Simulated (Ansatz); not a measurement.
# CH7BN2: small, medium and large basis sets

One table from this session's results is given with a row withheld; the runs are named, their logs left out.

Program: Ansatz 0.2.0, Gaussian basis. Level of theory: one geometry, several basis sets. These are calculated values, not measurements.

Levels to be run: PBE0-D4/def2-SVP; ωB97M-V/def2-SVP; PBE0-D4/def2-QZVPP; ωB97M-V/def2-QZVPP; CCSD(T)/cc-pV(D+d)Z; CCSD(T)/cc-pV(T+d)Z; CCSD(T)/cc-pV(Q+d)Z; the functionals' def2-TZVPP values are taken from earlier runs.

**The geometry**

All runs share one geometry, relaxed beforehand with PBE0-D4 in a triple-zeta def2 set.

SMILES `CB(N)N`, 11 atoms, charge 0, spin multiplicity 1.

Atoms are counted from 1 here; the program's logs count them from 0.

Bond lengths: C1–B2 1.582 Å, C1–H5 1.093 Å, C1–H6 1.093 Å, C1–H7 1.096 Å, B2–N3 1.416 Å, B2–N4 1.416 Å, N3–H8 1.004 Å, N3–H9 1.003 Å, N4–H10 1.003 Å, N4–H11 1.004 Å. Angles: B2–C1–H5 112.5°, B2–C1–H6 112.6°, B2–C1–H7 110.2°, H5–C1–H6 107.5°, H5–C1–H7 106.8°, H6–C1–H7 106.9°, C1–B2–N3 119.8°, C1–B2–N4 119.8°, N3–B2–N4 120.4°, B2–N3–H8 124.4°, B2–N3–H9 122.1°, H8–N3–H9 113.6°, B2–N4–H10 122.1°, B2–N4–H11 124.4°, H10–N4–H11 113.6°.

The first run:

Input file in.yaml:

```yaml
crystal:
  periodic: [false, false, false]
  atoms:
    - {symbol: C, position_ang: [-0.697561, 1.164635, -0.169785]}
    - {symbol: B, position_ang: [0.096750, -0.189534, 0.023958]}
    - {symbol: N, position_ang: [0.158876, -0.791874, 1.303728]}
    - {symbol: N, position_ang: [0.762532, -0.778348, -1.078123]}
    - {symbol: H, position_ang: [-1.103049, 1.271739, -1.179475]}
    - {symbol: H, position_ang: [-1.529909, 1.266586, 0.531722]}
    - {symbol: H, position_ang: [-0.033850, 2.019921, -0.001748]}
    - {symbol: H, position_ang: [0.670155, -1.631087, 1.510919]}
    - {symbol: H, position_ang: [-0.304845, -0.397736, 2.100710]}
    - {symbol: H, position_ang: [0.733210, -0.374589, -1.995558]}
    - {symbol: H, position_ang: [1.312993, -1.616713, -1.025747]}
basis:
  gaussian: {orbitals: def2-SVP}
hamiltonian: {xc: pbe0, dispersion: d4}
output: {orbitals: {seedname: orbitals}}
```

On the command line:

```console
$ ansatz run in.yaml --threads 2 --pin off --events-out ev --progress --plain --max-ram 22528MiB --backend cpu
```

Steps of the session up to this table: PBE0-D4 in def2-SVP; ωB97M-V in def2-SVP; PBE0-D4 in def2-QZVPP; ωB97M-V in def2-QZVPP.

One table of the session follows, with a row left open; its other results are not shown here.

```
functional       basis  HOMO (eV)  LUMO (eV)
   PBE0-D4    def2-SVP          ?          ?
   PBE0-D4  def2-TZVPP      -6.75       0.87
   PBE0-D4  def2-QZVPP      -6.81       0.53
   ωB97M-V    def2-SVP      -8.83       3.39
   ωB97M-V  def2-TZVPP      -9.13       2.14
   ωB97M-V  def2-QZVPP      -9.19       1.62
```

Estimate the missing values for PBE0-D4, def2-SVP.

As computed: HOMO (eV): -6.45; LUMO (eV): 1.81. In the column «HOMO (eV)» it is the highest.
